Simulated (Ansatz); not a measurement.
**RhC (CsCl type): a single-point run**

Aim: a sound single-point run of RhC (CsCl type). The structure is shown as the input types it.

Computed with Ansatz 0.2.0 (DFT, r2SCAN, PAW with Ansatz's default frozen-core files, scalar-relativistic, unless a step's input says otherwise).

1 further run of the same task is left out (it didn't finish).

## (1) The system as given

The structure is cubic, space group Pm-3m (No. 221). Conventional cell: a = 2.532 Å, b = 2.532 Å, c = 2.532 Å, α = 90.00°, β = 90.00°, γ = 90.00°. Rh (site symmetry m-3m) is surrounded by 8 C at 2.19 Å. C (site symmetry m-3m) is surrounded by 8 Rh at 2.19 Å.

As a file:

```
CELL_PARAMETERS angstrom
2.53239 0.00000 0.00000
0.00000 2.53239 0.00000
0.00000 0.00000 2.53239
ATOMIC_POSITIONS crystal
Rh 0.00000 0.00000 0.00000
C 0.50000 0.50000 0.50000
```

## (2) The calculation

Contents of input.yaml:

```yaml
crystal:
  lattice:
    - [2.5323855273, 0.0, 0.0]
    - [0.0, 2.5323855273, 0.0]
    - [0.0, 0.0, 2.5323855273]
  atoms:
    - { symbol: Rh, position: [0.0, 0.0, 0.0] }
    - { symbol: C, position: [0.5, 0.5, 0.5] }
kpoints:
  mp_grid: { grid: [14, 14, 14] }
scf:
  occupations: { method: fermi_dirac, width: 0.08 }
  max_iter: 100
hamiltonian:
  xc: r2scan
  pseudopotentials: { kind: paw }
output:
  forces: true
  stress: true
  eigenvalues: true
  populations: true
basis:
  ecutrho_ratio: 2
```

Command:

```
$ ansatz run input.yaml --threads 1 --pin off --max-ram 2048MiB --backend cpu --events-out ev --progress --plain --runs-dir out
```

What happens when this is run?

This run ends as converged, with warnings (cutoff below recommended). It gives a pressure of 78 GPa, which is large; a structure far from rest gives such values too, whatever the setting.

Look at the input: basis.ecutrho_ratio is 2. The density cutoff must be at least four times the energy cutoff of the waves.

Run again and compare: delete basis.ecutrho_ratio (the default then holds).
